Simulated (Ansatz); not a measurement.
# H7N2PSi2: the cost of one run

The runs use Ansatz 0.2.0, Gaussian basis; RKS PBE0-D4/def2-TZVP.

Plan: relaxation at PBE-D4/def2-SVP; relaxation at PBE0-D4/def2-TZVP; harmonic vibrations at the same level.

1 further run of the same task is left out (set aside as unsound or not needed).

## Step 1: Where the work starts

SMILES `NP[SiH]1N[SiH2]1`, 12 atoms, charge 0, spin multiplicity 1.

Atoms are counted from 1 here; the program's logs count them from 0.

Bond lengths: N1–P2 1.652 Å, N1–H6 1.048 Å, N1–H7 1.068 Å, P2–Si3 2.288 Å, P2–H8 1.392 Å, Si3–N4 1.620 Å, Si3–Si5 2.846 Å, Si3–H9 1.533 Å, N4–Si5 1.554 Å, N4–H10 1.063 Å, Si5–H11 1.521 Å, Si5–H12 1.506 Å. Angles: P2–N1–H6 113.5°, P2–N1–H7 110.7°, H6–N1–H7 100.2°, N1–P2–Si3 100.6°, N1–P2–H8 99.7°, Si3–P2–H8 94.5°, P2–Si3–N4 107.8°, P2–Si3–Si5 98.6°, P2–Si3–H9 106.7°, N4–Si3–Si5 25.7°, N4–Si3–H9 110.5°, Si5–Si3–H9 91.3°, Si3–N4–Si5 127.4°, Si3–N4–H10 104.1°, Si5–N4–H10 110.1°, Si3–Si5–N4 26.9°, Si3–Si5–H11 98.1°, Si3–Si5–H12 97.1° and more.

Geometry (Å):

```csv
atom,x (Å),y (Å),z (Å)
N1,-2.12240,-0.53010,-0.14840
P2,-0.91890,-1.12800,0.81180
Si3,0.87280,-0.95410,-0.60120
N4,1.05730,0.61100,-0.97660
Si5,1.58430,1.74680,-0.05610
H6,-3.08470,-0.70880,0.22710
H7,-2.11340,0.53780,-0.14490
H8,-1.09860,-2.49060,0.59290
H9,2.09430,-1.46920,0.16950
H10,0.12110,0.88750,-1.39790
H11,0.69110,1.96310,1.15620
H12,2.99400,1.47940,0.40170
```

The start is a force-field geometry with small random shifts, so a cheaper pass at PBE-D4/def2-SVP comes first.

## Step 2: Optimising with PBE-D4/def2-SVP (cheap first pass)

Input file in.yaml:

```yaml
crystal:
  periodic: [false, false, false]
  atoms:
    - {symbol: N, position_ang: [-2.122400, -0.530100, -0.148400]}
    - {symbol: P, position_ang: [-0.918900, -1.128000, 0.811800]}
    - {symbol: Si, position_ang: [0.872800, -0.954100, -0.601200]}
    - {symbol: N, position_ang: [1.057300, 0.611000, -0.976600]}
    - {symbol: Si, position_ang: [1.584300, 1.746800, -0.056100]}
    - {symbol: H, position_ang: [-3.084700, -0.708800, 0.227100]}
    - {symbol: H, position_ang: [-2.113400, 0.537800, -0.144900]}
    - {symbol: H, position_ang: [-1.098600, -2.490600, 0.592900]}
    - {symbol: H, position_ang: [2.094300, -1.469200, 0.169500]}
    - {symbol: H, position_ang: [0.121100, 0.887500, -1.397900]}
    - {symbol: H, position_ang: [0.691100, 1.963100, 1.156200]}
    - {symbol: H, position_ang: [2.994000, 1.479400, 0.401700]}
basis:
  gaussian: {orbitals: def2-SVP}
hamiltonian: {xc: pbe, dispersion: d4}
relax: {f_tol: 0.03, max_steps: 200}
```

The run is started by

```sh
$ ansatz run in.yaml --threads 4 --pin off --events-out ev --progress --plain --max-ram 10444MiB
```

Q: Estimate wall time and peak memory on 4 threads of Arm Neoverse V2, shared host.

About 38 s, with a peak of 0.25 GiB.
